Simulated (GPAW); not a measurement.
Runs of GPAW 26.7.0 on HPbNO4. The typed cell holds 7 atoms: a = 4.275 Å, b = 5.609 Å, c = 5.670 Å, α = 100.02°, β = 111.92°, γ = 111.82°. The cell was built by a generator and needn't be a form met in nature.

```csv
level,potentials or basis,eigensolver,gap on the mesh (eV),pressure (GPa),largest force (eV/Å)
RPBE,"the program's PAW data sets (release 1.2.1) made for this functional, pw",-,2.91,(b),0.30
GLLB-SC,"the program's PAW data sets (release 1.2.1) made for this functional, pw",-,4.35,-,-
SCAN,"GPAW PAW data sets (gpaw-data 1.2.1), pw",-,3.15,-3.7,0.77
revPBE,"the program's PAW data sets (release 1.2.1) made for this functional, pw",-,2.90,1.5,0.21
BLYP,"PAW data sets generated in the run's folder for this functional, pw",davidson,(a),2.0,(c)
```

Alike in all rows: task band structure; no spin polarisation; cell as given; k mesh 6 × 4 × 4; cutoff (eV) 800; smearing fermi-dirac 0.05 eV.

Question: Estimate the missing entries.

Answer: (a) 2.83; (b) 2.1; (c) 0.54.

Caveats: spin-orbit coupling is left out, which as a rule narrows the gap of such compounds by several tenths of an eV; the GLLB-SC gap is the Kohn-Sham gap of the path plus the derivative discontinuity (some runs); a model potential gives levels but no total energy (some runs); the PAW data sets were made with another functional, which shifts forces and pressure a little (some runs).

A k mesh can miss the band edges, and the runs leave out spin-orbit coupling on Pb.

Runs at the PBE level aren't shown here.
